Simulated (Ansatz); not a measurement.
# C5HF7: up Jacob's ladder to CCSD(T)

The task here is to estimate one member of a computed series from the others.

Computed with Ansatz 0.2.0, Gaussian basis. Level: functionals in def2-TZVPP, the program's frozen cores in correlated methods.

Levels to be run: LDA (SPW92), PBE-D4, revPBE-D4, BLYP-D4, r2SCAN-D4, B97M-V, PBE0-D4, B3LYP-D4, r2SCANh-D4, r2SCAN0-D4, HSE06-D4, BHLYP-D4, CAM-B3LYP-D4, LC-ωPBE, ωB97X-V, ωB97M-V, B2PLYP, PBE-QIDH; CCSD(T)/def2-SVP; CCSD(T)/def2-TZVPP; MP2/def2-QZVPP; extrapolation to the limit; RPA on PBE.

### Structure used throughout

The geometry comes from an earlier relaxation with PBE0-D4 in a triple-zeta def2 set; it is a stationary point, not always the lowest conformer.

SMILES `FC1=CC(F)(F)C(F)(F)C1(F)F`, 13 atoms, charge 0, spin multiplicity 1.

Atoms are counted from 1 here; the program's logs count them from 0.

Bond lengths: F1–C2 1.311 Å, C2–C3 1.323 Å, C2–C10 1.500 Å, C3–C4 1.489 Å, C3–H13 1.081 Å, C4–F5 1.345 Å, C4–F6 1.351 Å, C4–C7 1.560 Å, C7–F8 1.338 Å, C7–F9 1.331 Å, C7–C10 1.558 Å, C10–F11 1.346 Å, C10–F12 1.339 Å. Angles: F1–C2–C3 127.0°, F1–C2–C10 118.5°, C3–C2–C10 114.4°, C2–C3–C4 110.4°, C2–C3–H13 127.0°, C4–C3–H13 122.6°, C3–C4–F5 112.5°, C3–C4–F6 111.6°, C3–C4–C7 104.7°, F5–C4–F6 107.0°, F5–C4–C7 111.1°, F6–C4–C7 109.9°, C4–C7–F8 109.4°, C4–C7–F9 112.6°, C4–C7–C10 104.4°, F8–C7–F9 108.9°, F8–C7–C10 109.1°, F9–C7–C10 112.2° and more.

The first run:

The input, in.yaml:

```yaml
crystal:
  periodic: [false, false, false]
  atoms:
    - {symbol: F, position_ang: [-1.454264, -2.013900, -0.920633]}
    - {symbol: C, position_ang: [-0.834764, -0.956764, -0.455101]}
    - {symbol: C, position_ang: [-1.346019, 0.249887, -0.272440]}
    - {symbol: C, position_ang: [-0.324624, 1.163919, 0.309006]}
    - {symbol: F, position_ang: [-0.274625, 2.349871, -0.323380]}
    - {symbol: F, position_ang: [-0.571569, 1.421730, 1.611681]}
    - {symbol: C, position_ang: [1.025093, 0.394039, 0.165418]}
    - {symbol: F, position_ang: [1.671188, 0.826718, -0.923609]}
    - {symbol: F, position_ang: [1.816487, 0.545570, 1.224979]}
    - {symbol: C, position_ang: [0.602404, -1.089947, -0.047202]}
    - {symbol: F, position_ang: [0.725648, -1.789794, 1.096001]}
    - {symbol: F, position_ang: [1.346765, -1.698943, -0.979515]}
    - {symbol: H, position_ang: [-2.361218, 0.562711, -0.470606]}
basis:
  gaussian: {orbitals: def2-TZVPP}
hamiltonian: {xc: lda}
output: {orbitals: {seedname: orbitals}}
```

Command:

```bash
$ ansatz run in.yaml --threads 4 --pin off --events-out ev --progress --plain --max-ram 66560MiB --backend cuda --devices 0, --max-vram 37GiB
```

Steps of the session up to this table: LDA; PBE-D4 (GGA); revPBE-D4 (GGA); BLYP-D4 (GGA); r2SCAN-D4 (meta-GGA); B97M-V (meta-GGA); PBE0-D4 (hybrid); B3LYP-D4 (hybrid); r2SCANh-D4 (hybrid); r2SCAN0-D4 (hybrid); HSE06-D4 (hybrid); BHLYP-D4 (hybrid); CAM-B3LYP-D4 (range-separated); LC-ωPBE (range-separated); ωB97X-V (range-separated); ωB97M-V (range-separated); B2PLYP (double hybrid); PBE-QIDH (double hybrid).

One of the session's tables, all rows but one given; the rest of the session is left out.

It belongs to the step «Frontier levels by functional». 

| functional | HOMO (eV) | LUMO (eV) | gap (eV) |
| --- | --- | --- | --- |
| LDA (SPW92) | -8.22 | -2.82 | 5.40 |
| PBE-D4 | -7.94 | -2.47 | 5.47 |
| revPBE-D4 | -7.83 | -2.34 | 5.50 |
| BLYP-D4 | -7.82 | -2.36 | 5.45 |
| r2SCAN-D4 | -8.25 | -2.32 | 5.93 |
| B97M-V | -8.29 | -2.21 | 6.08 |
| PBE0-D4 | ? | ? | ? |
| B3LYP-D4 | -9.11 | -1.77 | 7.34 |
| r2SCANh-D4 | -8.78 | -1.97 | 6.81 |
| r2SCAN0-D4 | -9.55 | -1.43 | 8.12 |
| HSE06-D4 | -8.94 | -1.89 | 7.04 |
| BHLYP-D4 | -10.60 | -0.42 | 10.17 |
| CAM-B3LYP-D4 | -10.76 | -0.38 | 10.38 |
| LC-ωPBE | -12.10 | 0.85 | 12.95 |
| ωB97X-V | -11.70 | 0.81 | 12.51 |
| ωB97M-V | -11.61 | 0.72 | 12.33 |

Estimate the missing values for PBE0-D4.

As computed: HOMO (eV): -9.34; LUMO (eV): -1.51; gap (eV): 7.83. In the column «HOMO (eV)» it lies between r2SCAN0-D4 (-9.55) and B3LYP-D4 (-9.11).
